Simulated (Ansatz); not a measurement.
# BFH4OSn: a ladder of functionals and wavefunction methods

One table from this session's results is given with a row withheld; the runs are named, their logs left out.

Program: Ansatz 0.2.0, Gaussian basis. Level of theory: functionals in def2-TZVPP, the program's frozen cores in correlated methods. These are calculated values, not measurements.

Levels to be run: LDA (SPW92), PBE-D4, revPBE-D4, BLYP-D4, r2SCAN-D4, B97M-V, PBE0-D4, B3LYP-D4, r2SCANh-D4, r2SCAN0-D4, HSE06-D4, BHLYP-D4, CAM-B3LYP-D4, LC-ωPBE, ωB97X-V, ωB97M-V, B2PLYP, PBE-QIDH; CCSD(T)/def2-SVP; CCSD(T)/def2-TZVPP; MP2/def2-QZVPP; extrapolation to the limit; RPA on PBE.

**The geometry**

An earlier PBE0-D4 in a triple-zeta def2 set relaxation fixed the geometry. Sn takes the def2 core potential; no spin-orbit term is included.

SMILES `[BH2][SnH]([OH])[F]`, 8 atoms, charge 0, spin multiplicity 1.

Atoms are counted from 1 here; the program's logs count them from 0.

Bond lengths: B1–Sn2 2.245 Å, B1–H5 1.190 Å, B1–H6 1.191 Å, Sn2–O3 1.959 Å, Sn2–F4 1.932 Å, Sn2–H7 1.710 Å, O3–H8 0.960 Å. Angles: Sn2–B1–H5 119.8°, Sn2–B1–H6 119.6°, H5–B1–H6 120.6°, B1–Sn2–O3 106.6°, B1–Sn2–F4 109.5°, B1–Sn2–H7 123.5°, O3–Sn2–F4 103.4°, O3–Sn2–H7 109.7°, F4–Sn2–H7 102.4°, Sn2–O3–H8 113.3°.

Set-up of the first run:

The input, in.yaml:

```yaml
crystal:
  periodic: [false, false, false]
  atoms:
    - {symbol: B, position_ang: [-1.146923, 1.222688, -0.413469]}
    - {symbol: Sn, position_ang: [0.606650, -0.140433, -0.089390]}
    - {symbol: O, position_ang: [0.140765, -1.305088, 1.415504]}
    - {symbol: F, position_ang: [0.753171, -1.365773, -1.575912]}
    - {symbol: H, position_ang: [-1.614690, 1.336245, -1.502091]}
    - {symbol: H, position_ang: [-1.596749, 1.831594, 0.505848]}
    - {symbol: H, position_ang: [2.213731, 0.415410, 0.086289]}
    - {symbol: H, position_ang: [0.736145, -2.051643, 1.517522]}
basis:
  gaussian: {orbitals: def2-TZVPP}
hamiltonian: {xc: lda}
output: {orbitals: {seedname: orbitals}}
```

Command:

```bash
$ ansatz run in.yaml --threads 2 --pin off --events-out ev --progress --plain --max-ram 4352MiB
```

Among the steps run: LDA; PBE-D4 (GGA); revPBE-D4 (GGA); BLYP-D4 (GGA); r2SCAN-D4 (meta-GGA); B97M-V (meta-GGA); B3LYP-D4 (hybrid); r2SCANh-D4 (hybrid); r2SCAN0-D4 (hybrid); HSE06-D4 (hybrid); BHLYP-D4 (hybrid); CAM-B3LYP-D4 (range-separated); LC-ωPBE (range-separated); ωB97X-V (range-separated); ωB97M-V (range-separated); B2PLYP (double hybrid); PBE-QIDH (double hybrid).

One of the session's tables, all rows but one given; the rest of the session is left out.

It belongs to the step «Orbital energies across the functionals». 

| functional | HOMO (eV) | LUMO (eV) | gap (eV) |
| --- | --- | --- | --- |
| LDA (SPW92) | -7.11 | -4.51 | 2.60 |
| PBE-D4 | -6.94 | -4.21 | 2.74 |
| revPBE-D4 | -6.88 | -4.08 | 2.80 |
| BLYP-D4 | -6.85 | -4.04 | 2.80 |
| r2SCAN-D4 | -7.29 | -3.86 | 3.43 |
| B97M-V | -7.39 | -3.94 | 3.45 |
| PBE0-D4 | -8.42 | -3.20 | 5.22 |
| B3LYP-D4 | ? | ? | ? |
| r2SCANh-D4 | -7.85 | -3.52 | 4.33 |
| r2SCAN0-D4 | -8.64 | -3.01 | 5.63 |
| HSE06-D4 | -8.02 | -3.58 | 4.44 |
| BHLYP-D4 | -9.67 | -2.15 | 7.52 |
| CAM-B3LYP-D4 | -9.80 | -2.08 | 7.72 |
| LC-ωPBE | -11.11 | -0.84 | 10.28 |
| ωB97X-V | -10.77 | -0.96 | 9.81 |
| ωB97M-V | -10.63 | -1.23 | 9.40 |

Estimate the missing values for B3LYP-D4.

Worked estimate for «HOMO (eV)». Against the share of exact exchange, BLYP-D4 (0, -6.85), BHLYP-D4 (0.5, -9.67) give a slope of -5.64 per unit share; at 0.2 the line stands at -7.98.

As computed: HOMO (eV): -8.20; LUMO (eV): -3.42; gap (eV): 4.78. In «HOMO (eV)» the line misses by +0.22.
